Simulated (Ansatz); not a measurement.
# WC (P-6m2): how the settings move a single-point run

How sensitive is a single-point run of WC (P-6m2) to its settings? A reference run comes first, then four runs with altered input.

Computed with Ansatz 0.2.0 (reference: DFT r2SCAN, scalar-relativistic, plane waves, PAW, unless a step's input says otherwise).

**1. Starting point**

Symmetry: P-6m2, No. 187, hexagonal system. The conventional cell has a = 2.912 Å, b = 2.912 Å, c = 2.837 Å, α = 90.00°, β = 90.00°, γ = 120.00°. Around W (site symmetry -6m2) lie 6 C at 2.20 Å. C (site symmetry -6m2) has 6 W at 2.20 Å in its first shell of neighbours.

As a file:

```cif
data_structure
_symmetry_space_group_name_H-M 'P-6m2'
_symmetry_Int_Tables_number 187
_cell_length_a 2.9119
_cell_length_b 2.9119
_cell_length_c 2.8369
_cell_angle_alpha 90.000
_cell_angle_beta 90.000
_cell_angle_gamma 120.000
_cell_volume 20.83
loop_
_atom_site_label
_atom_site_type_symbol
_atom_site_symmetry_multiplicity
_atom_site_Wyckoff_symbol
_atom_site_fract_x
_atom_site_fract_y
_atom_site_fract_z
_atom_site_occupancy
W1 W 1 a 0.00000 0.00000 0.00000 1
C1 C 1 f 0.66667 0.33333 0.50000 1
```

**2. The reference run**

Input file input.yaml:

```yaml
crystal:
  lattice:
    - [2.9118677777, 0.0, 0.0]
    - [-1.4559338889, 2.521751468, 0.0]
    - [0.0, 0.0, 2.8369414953]
  atoms:
    - { symbol: W, position: [0.0, 0.0, 0.0] }
    - { symbol: C, position: [0.6666666667, 0.3333333333, 0.5] }
basis:
  ecutwfc: 500
  ecutrho_ratio: 4
kpoints:
  mp_grid: { grid: [14, 14, 12] }
  band_path:
    path:
      - [[0.0, 0.0, 0.0], [0.5, 0.0, 0.0], [0.33333333, 0.33333333, 0.0], [0.0, 0.0, 0.0], [0.0, 0.0, 0.5], [0.5, 0.0, 0.5], [0.33333333, 0.33333333, 0.5], [0.0, 0.0, 0.5]]
      - [[0.5, 0.0, 0.5], [0.5, 0.0, 0.0]]
      - [[0.33333333, 0.33333333, 0.5], [0.33333333, 0.33333333, 0.0]]
    npoints: 14
hamiltonian:
  xc: r2scan
scf:
  occupations: { method: gaussian, width: 0.05 }
  n_extra_bands: 11
output:
  forces: true
  stress: true
  eigenvalues: true
  populations: true
  dos: { projected: true, de: 0.02, nscf_kmesh: { grid: [21, 21, 18] } }
  bader: true
  write_density: true
  write_potential: true
  elf: true
  volumetric_format: npy
```

Started as:

```bash
ansatz run input.yaml --threads 4 --pin off --max-ram 7168MiB --backend cpu --events-out ev --progress --plain --runs-dir out
```

**3. Variant: eigensolver.kind davidson**

Input file input.yaml:

```yaml
crystal:
  lattice:
    - [2.911867777729, 2.886758689771e-11, 0.0]
    - [-1.45593388889, 2.52175146796, 0.0]
    - [0.0, 0.0, 2.8369414953]
  atoms:
    - { symbol: W, position: [-3.700743415525e-17, 0.0, 0.0] }
    - { symbol: C, position: [0.6666666666667, 0.3333333333333, 0.5] }
basis:
  ecutwfc: 500
  ecutrho_ratio: 4
kpoints:
  mp_grid: { grid: [14, 14, 12] }
hamiltonian:
  xc: r2scan
scf:
  occupations: { method: gaussian, width: 0.05 }
  eigensolver: { kind: davidson }
output:
  forces: true
  stress: true
```

**4. Changed: mp_grid.grid [7, 7, 6], hubbard.sites [{species: W, l: d, u_eff: 4.0}], hubbard.double_counting fll**

Input file input.yaml:

```yaml
crystal:
  lattice:
    - [2.911867777729, 2.886758689771e-11, 0.0]
    - [-1.45593388889, 2.52175146796, 0.0]
    - [0.0, 0.0, 2.8369414953]
  atoms:
    - { symbol: W, position: [-3.700743415525e-17, 0.0, 0.0] }
    - { symbol: C, position: [0.6666666666667, 0.3333333333333, 0.5] }
basis:
  ecutwfc: 500
  ecutrho_ratio: 4
kpoints:
  mp_grid: { grid: [7, 7, 6] }
hamiltonian:
  xc: r2scan
  hubbard: { sites: [{ species: W, l: d, u_eff: 4.0 }], double_counting: fll }
scf:
  occupations: { method: gaussian, width: 0.05 }
output:
  forces: true
  stress: true
```

**5. Changing settings: mp_grid.grid [11, 11, 10], preconditioner resta**

Input file input.yaml:

```yaml
crystal:
  lattice:
    - [2.911867777729, 2.886758689771e-11, 0.0]
    - [-1.45593388889, 2.52175146796, 0.0]
    - [0.0, 0.0, 2.8369414953]
  atoms:
    - { symbol: W, position: [-3.700743415525e-17, 0.0, 0.0] }
    - { symbol: C, position: [0.6666666666667, 0.3333333333333, 0.5] }
basis:
  ecutwfc: 500
  ecutrho_ratio: 4
kpoints:
  mp_grid: { grid: [11, 11, 10] }
hamiltonian:
  xc: r2scan
scf:
  occupations: { method: gaussian, width: 0.05 }
  mixing: { preconditioner: resta }
output:
  forces: true
  stress: true
```

**6. Changed: chi_scale 0.1**

Input file input.yaml:

```yaml
crystal:
  lattice:
    - [2.911867777729, 2.886758689771e-11, 0.0]
    - [-1.45593388889, 2.52175146796, 0.0]
    - [0.0, 0.0, 2.8369414953]
  atoms:
    - { symbol: W, position: [-3.700743415525e-17, 0.0, 0.0] }
    - { symbol: C, position: [0.6666666666667, 0.3333333333333, 0.5] }
basis:
  ecutwfc: 500
  ecutrho_ratio: 4
kpoints:
  mp_grid: { grid: [14, 14, 12] }
hamiltonian:
  xc: r2scan
scf:
  occupations: { method: gaussian, width: 0.05 }
  initial_density: { chi_scale: 0.1 }
output:
  forces: true
  stress: true
```

**Question.** What will these runs give? Wanted: for each run, ending; energy change; pressure; gap; force.

The runs gave:

| run | ending | energy change | pressure (GPa) | gap (eV) | force (eV/Å) | cycles | time |
| --- | --- | --- | --- | --- | --- | --- | --- |
| reference | converged | 0 | 0.0 | 0.00 | 0.00 | 7 | 17 s |
| 1: eigensolver.kind davidson | converged | 0.0 meV/atom | 0.0 | 0.00 | 0.00 | 6 | 2.8 s |
| 2: mp_grid.grid [7, 7, 6], hubbard.sites [{species: W, l: d, u_eff: 4.0}], hubbard.double_counting fll | converged | +2.47 eV/atom (Hubbard term changed: no physical gain or loss) | 0.9 | 0.00 | 0.00 | 9 | 1.4 s |
| 3: mp_grid.grid [11, 11, 10], preconditioner resta | converged | -1.0 meV/atom | 0.0 | 0.00 | 0.00 | 6 | 1.7 s |
| 4: chi_scale 0.1 | converged | 0.0 meV/atom | 0.0 | 0.00 | 0.00 | 8 | 3.3 s |

Times don't compare one to one where runs were asked for different outputs or read a saved state (see the inputs); cycles may leave out searches for a lower state.

Residual by cycle in the longest SCF loop of each run; runs are numbered as in the table. The quantity is the density residual dr2, in eV.

| cycle | reference | run 1 | run 2 | run 3 | run 4 |
| --- | --- | --- | --- | --- | --- |
| 1 | 0.00912 | 0.00907 | 5.23 | 0.00864 | 4.38 |
| 2 | 0.00766 | 0.00744 | 2 | 0.00337 | 1.74 |
| 3 | 0.00102 | 0.001 | 0.0392 | 8.3e-4 | 0.0433 |
| 4 | 1.4e-4 | 1.7e-4 | 0.0173 | 1.7e-5 | 0.0132 |
| 5 | 7.8e-6 | 1.1e-5 | 0.00202 | 6.5e-7 | 0.00225 |
| 6 | 9.2e-8 | 6.4e-8 | 7.7e-5 | 3.5e-8 | 2.3e-6 |
| 7 | 4.7e-9 | - | 1.1e-5 | - | 4.3e-8 |
| 8 | - | - | 2.6e-7 | - | 2.3e-9 |
| 9 | - | - | 1.4e-9 | - | - |

**Reading.** Of the converged runs whose energies compare with the reference's, «mp_grid.grid [11, 11, 10], preconditioner resta» moves the energy most (-1.0 meV/atom). A changed U is a change of model: its shifts are not errors of convergence. Of the variants the dearest is «chi_scale 0.1» (3.3 s), the cheapest «mp_grid.grid [7, 7, 6], hubbard.sites [{species: W, l: d, u_eff: 4.0}], hubbard.double_counting fll» (1.4 s), on a shared host. The reference has no spin polarisation; with W present, a magnetic state may lie lower.
